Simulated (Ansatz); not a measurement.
# C4H3F5: small, medium and large basis sets

Aim: see how fast density functionals converge with the basis set for C4H3F5.

The runs use Ansatz 0.2.0, Gaussian basis; one geometry, several basis sets.

Plan: PBE0-D4/def2-SVP; ωB97M-V/def2-SVP; PBE0-D4/def2-QZVPP; ωB97M-V/def2-QZVPP; the functionals' def2-TZVPP values are taken from earlier runs.

**1. The geometry**

All runs share one geometry, relaxed beforehand with PBE0-D4 in a triple-zeta def2 set.

12 atoms, charge 0, spin multiplicity 1.

Atoms are counted from 1 here; the program's logs count them from 0.

Bond lengths: F1–C2 1.337 Å, C2–C3 1.320 Å, C2–C7 1.502 Å, C3–C4 1.487 Å, C3–H10 1.086 Å, C4–F5 1.360 Å, C4–F6 1.360 Å, C4–H11 1.088 Å, C7–F8 1.349 Å, C7–F9 1.353 Å, C7–H12 1.095 Å. Angles: F1–C2–C3 119.5°, F1–C2–C7 108.5°, C3–C2–C7 132.0°, C2–C3–C4 127.4°, C2–C3–H10 117.6°, C4–C3–H10 114.9°, C3–C4–F5 108.5°, C3–C4–F6 109.0°, C3–C4–H11 115.6°, F5–C4–F6 106.7°, F5–C4–H11 108.3°, F6–C4–H11 108.4°, C2–C7–F8 112.2°, C2–C7–F9 109.5°, C2–C7–H12 110.3°, F8–C7–F9 107.9°, F8–C7–H12 108.7°, F9–C7–H12 108.1°.

Coordinates:

```xyz
12
C4H3F5
F    -0.4445    0.3575   -2.2350
C    -0.1144    0.2332   -0.9454
C    -0.7532   -0.6429   -0.1922
C    -0.5186   -0.9402    1.2457
F    -0.3047   -2.2761    1.3806
F    -1.6473   -0.6510    1.9477
C     0.9886    1.2061   -0.6393
F     1.1972    1.3391    0.6864
F     2.1409    0.7721   -1.2002
H    -1.5372   -1.2307   -0.6592
H     0.3148   -0.4126    1.7040
H     0.7554    2.1906   -1.0591
```

**2. PBE0-D4 in def2-SVP**

Contents of in.yaml:

```yaml
crystal:
  periodic: [false, false, false]
  atoms:
    - {symbol: F, position_ang: [-0.444509, 0.357505, -2.234958]}
    - {symbol: C, position_ang: [-0.114419, 0.233211, -0.945360]}
    - {symbol: C, position_ang: [-0.753153, -0.642926, -0.192210]}
    - {symbol: C, position_ang: [-0.518560, -0.940167, 1.245664]}
    - {symbol: F, position_ang: [-0.304663, -2.276145, 1.380590]}
    - {symbol: F, position_ang: [-1.647348, -0.651013, 1.947707]}
    - {symbol: C, position_ang: [0.988582, 1.206130, -0.639273]}
    - {symbol: F, position_ang: [1.197199, 1.339077, 0.686446]}
    - {symbol: F, position_ang: [2.140871, 0.772082, -1.200244]}
    - {symbol: H, position_ang: [-1.537234, -1.230728, -0.659202]}
    - {symbol: H, position_ang: [0.314809, -0.412586, 1.703990]}
    - {symbol: H, position_ang: [0.755425, 2.190559, -1.059148]}
basis:
  gaussian: {orbitals: def2-SVP}
hamiltonian: {xc: pbe0, dispersion: d4}
output: {orbitals: {seedname: orbitals}}
```

Started as:

```bash
$ ansatz run in.yaml --threads 2 --pin off --events-out ev --progress --plain --max-ram 32768MiB --backend cpu
```

After this run come: ωB97M-V in def2-SVP; PBE0-D4 in def2-QZVPP; ωB97M-V in def2-QZVPP.

**Question.** What will the summary of the whole plan be? Wanted: PBE0-D4: double and triple zeta above quadruple; ωB97M-V: double and triple zeta above quadruple.

As calculated:

| quantity | value |
| --- | --- |
| PBE0-D4: double and triple zeta above quadruple | 22.14, 0.90 eV |
| ωB97M-V: double and triple zeta above quadruple | 22.59, 0.85 eV |

What this shows: PBE0-D4 gains 21.24 eV from double to triple zeta, then 0.90 eV more. Total energies overstate the basis error of differences, where much of it tends to cancel.
